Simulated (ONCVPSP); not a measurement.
# Ga: generating and testing an ONCV potential

Do these settings give a usable potential? It is generated, then checked for transferability, scattering, ghosts and hardness.

Program: ONCVPSP 4.0.1. Reference atom: PBE, scalar-relativistic, spherical and spin-unpolarised. All values are calculated.

## 1. Settings

The settings as typed:

- element: gallium (Ga, Z = 31)
- type: optimised norm-conserving Vanderbilt (ONCV)
- frozen core: [Ar]
- valence charge: 13
- reference configuration: 3d10 4s2 4p1
- partial waves: 4s: rc 1.70 bohr, ncon 4, nbas 8, qcut 3.1 1/bohr, 3 projectors, debl 0.3 Ha; 4p: rc 2.25 bohr, ncon 4, nbas 8, qcut 3 1/bohr, 2 projectors, debl 1 Ha; 3d: rc 1.30 bohr, ncon 5, nbas 9, qcut 13 1/bohr, 2 projectors, debl 2.3 Ha
- local potential: polynomial inside 0.85 bohr (lpopt 5, dvloc0 3 Ha)
- core correction: polynomial model core, fcfact 0.65

The nodes and maxima of the atom's own shells, from an earlier all-electron run, set the scale for the radii.

All-electron outer shells of the reference configuration (PBE, scalar-relativistic, ld1.x):

```tsv
shell	level (eV)	outermost node (bohr)	outermost maximum (bohr)
3s	-148.13	0.27	0.56
3p	-98.86	0.24	0.56
3d	-19.15	–	0.53
4s	-8.95	0.81	1.90
4p	-2.58	0.87	2.53
```

## 2. Generation

Input file Ga.dat:

```
# ATOM AND REFERENCE CONFIGURATION
# atsym  z   nc   nv     iexc    psfile
  Ga 31.00    5    3        4      upf
#
#   n    l    f
    1    0    2.00
    2    0    2.00
    2    1    6.00
    3    0    2.00
    3    1    6.00
    3    2   10.00
    4    0    2.00
    4    1    1.00
#
# PSEUDOPOTENTIAL AND OPTIMIZATION
# lmax
    2
#
#   l,   rc,      ep,       ncon, nbas, qcut
    0    1.70    0.00    4    8    3.10
    1    2.25    0.00    4    8    3.00
    2    1.30    0.00    5    9   13.00
#
# LOCAL POTENTIAL
# lloc, lpopt,  rc(5),   dvloc0
    4    5    0.85    3.00
#
# VANDERBILT-KLEINMAN-BYLANDER PROJECTORs
# l, nproj, debl
    0    3    0.30
    1    2    1.00
    2    2    2.30
#
# MODEL CORE CHARGE
# icmod, fcfact, rcfact
    1    0.65    0.00
#
# LOG DERIVATIVE ANALYSIS
# epsh1, epsh2, depsh
   -2.00    5.00    0.02
#
# OUTPUT GRID
# rlmax, drl
    6.00    0.01
#
# TEST CONFIGURATIONS
# ncnf
    4
# nvcnf
#   n    l    f
    3
    3    2   10.00
    4    0    2.00
    4    1    0.00
#
    3
    3    2   10.00
    4    0    1.00
    4    1    0.00
#
    3
    3    2   10.00
    4    0    0.00
    4    1    0.00
#
    3
    3    2    9.00
    4    0    2.00
    4    1    1.00
#
```

Started as:

```sh
oncvpsp.x < Ga.dat > Ga.out
```

**Question.** What will these runs give? Wanted: cutoffs for 1 and 0.1 mHa per electron, occupied waves; bound ghosts; GHOST(+) flags; largest test error; largest phase difference near zero energy, channels read; rms error of d²Exc/dn², without and with the model core; projector energies reset by the program.

As calculated:

| quantity | value |
| --- | --- |
| cutoffs for 1 and 0.1 mHa per electron, occupied waves | 70 Ha and 77 Ha |
| bound ghosts | s at -151.44 eV |
| GHOST(+) flags | s at -0 eV, p at 76 eV |
| largest test error (AE − PS) | -18 meV, for 3d10 4s1 4p0 (2 tests unsolved) |
| largest phase difference near zero energy, channels read | 3.142 rad |
| rms error of d²Exc/dn², without and with the model core | 5.70 and 0.61 mHa |
| projector energies reset by the program | s: -0.329, 0.250, 0.550 Ha |

It has a bound ghost (s), a state that the atom doesn't have, and that rules the file out. Close by lies the frozen 3s level (-148.1 eV). The worst unpolarised test, 3d10 4s1 4p0, is off by 18 meV on 26.8 eV; by total energies transferability rates as good where solved. Atomic tests can pass in spite of a ghost, since they solve only for the levels asked. Of the tests 2 gave no usable energy difference, which is a warning in itself. It counts as very hard, with 70 Ha needed at the looser tolerance. At the looser tolerance the 3d wave is the slowest; 4s needs 18 Ha. Of the channels read, s scatters worst near zero energy, by up to 3.14 rad. A step near π is an extra or missing state, not a misfit of shape. The pseudo curves have a pole with no partner nearby in the atom's: s at -0.06 Ha. The program also flags highly localised states, GHOST(+) (s, p). All of this concerns the isolated atom, not yet a solid.
